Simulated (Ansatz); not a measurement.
# C4H12Sn: the cost of one run

Computed with Ansatz 0.2.0, Gaussian basis. Level: functionals in def2-TZVPP, the program's frozen cores in correlated methods.

Levels to be run: LDA (SPW92), PBE-D4, revPBE-D4, BLYP-D4, r2SCAN-D4, B97M-V, PBE0-D4, B3LYP-D4, r2SCANh-D4, r2SCAN0-D4, HSE06-D4, BHLYP-D4, CAM-B3LYP-D4, LC-ωPBE, ωB97X-V, ωB97M-V, B2PLYP, PBE-QIDH; CCSD(T)/def2-SVP; MP2/def2-TZVPP; MP2/def2-QZVPP; RPA on PBE.

### Step 1. Structure used throughout

The geometry comes from an earlier relaxation with PBE0-D4 in a triple-zeta def2 set; it is a stationary point, not always the lowest conformer. Sn takes the def2 core potential; no spin-orbit term is included.

SMILES `C[C](C)(C)[SnH3]`, 17 atoms, charge 0, spin multiplicity 1.

Atoms are counted from 1 here; the program's logs count them from 0.

Bond lengths: C1–C2 1.523 Å, C1–H6 1.094 Å, C1–H7 1.098 Å, C1–H8 1.094 Å, C2–C3 1.523 Å, C2–C4 1.523 Å, C2–Sn5 2.175 Å, C3–H9 1.094 Å, C3–H10 1.098 Å, C3–H11 1.094 Å, C4–H12 1.094 Å, C4–H13 1.098 Å, C4–H14 1.094 Å, Sn5–H15 1.713 Å, Sn5–H16 1.713 Å, Sn5–H17 1.713 Å. Angles: C2–C1–H6 112.0°, C2–C1–H7 109.9°, C2–C1–H8 112.1°, H6–C1–H7 107.3°, H6–C1–H8 108.0°, H7–C1–H8 107.3°, C1–C2–C3 110.1°, C1–C2–C4 110.1°, C1–C2–Sn5 108.8°, C3–C2–C4 110.1°, C3–C2–Sn5 108.8°, C4–C2–Sn5 108.9°, C2–C3–H9 112.0°, C2–C3–H10 109.9°, C2–C3–H11 112.1°, H9–C3–H10 107.3°, H9–C3–H11 108.0°, H10–C3–H11 107.3° and more.

As a file:

```xyz
17
C4H12Sn
C     0.6807    1.1123   -0.9158
C     0.0644   -0.0623   -0.1679
C     1.1152   -1.1377    0.0732
C    -1.0987   -0.6374   -0.9651
Sn   -0.6768    0.6391    1.7532
H     1.5214    1.5504   -0.3707
H     1.0617    0.7776   -1.8902
H    -0.0478    1.9054   -1.1064
H     0.7060   -1.9986    0.6094
H     1.5026   -1.5047   -0.8869
H     1.9673   -0.7586    0.6443
H    -1.5661   -1.4850   -0.4560
H    -0.7430   -0.9974   -1.9399
H    -1.8738    0.1097   -1.1572
H    -1.8739    1.8409    1.5168
H    -1.3639   -0.6622    2.6292
H     0.6057    1.3078    2.6703
```

### Step 2. LDA

This LDA is Slater exchange with PW92 correlation.

Input file in.yaml:

```yaml
crystal:
  periodic: [false, false, false]
  atoms:
    - {symbol: C, position_ang: [0.680663, 1.112257, -0.915847]}
    - {symbol: C, position_ang: [0.064380, -0.062297, -0.167865]}
    - {symbol: C, position_ang: [1.115151, -1.137717, 0.073176]}
    - {symbol: C, position_ang: [-1.098658, -0.637358, -0.965061]}
    - {symbol: Sn, position_ang: [-0.676845, 0.639136, 1.753222]}
    - {symbol: H, position_ang: [1.521421, 1.550405, -0.370730]}
    - {symbol: H, position_ang: [1.061659, 0.777646, -1.890204]}
    - {symbol: H, position_ang: [-0.047765, 1.905436, -1.106373]}
    - {symbol: H, position_ang: [0.706045, -1.998592, 0.609383]}
    - {symbol: H, position_ang: [1.502601, -1.504676, -0.886890]}
    - {symbol: H, position_ang: [1.967267, -0.758585, 0.644309]}
    - {symbol: H, position_ang: [-1.566079, -1.484959, -0.456020]}
    - {symbol: H, position_ang: [-0.742984, -0.997448, -1.939913]}
    - {symbol: H, position_ang: [-1.873849, 0.109743, -1.157221]}
    - {symbol: H, position_ang: [-1.873884, 1.840868, 1.516830]}
    - {symbol: H, position_ang: [-1.363941, -0.662154, 2.629250]}
    - {symbol: H, position_ang: [0.605718, 1.307796, 2.670255]}
basis:
  gaussian: {orbitals: def2-TZVPP}
hamiltonian: {xc: lda}
output: {orbitals: {seedname: orbitals}}
```

Command:

```console
$ ansatz run in.yaml --threads 4 --pin off --events-out ev --progress --plain --max-ram 11315MiB
```

**Question.** How long does this run take on 4 threads of Arm Neoverse N1, shared host, and how much memory does it need?

About 4.5 s, with a peak of 0.54 GiB.
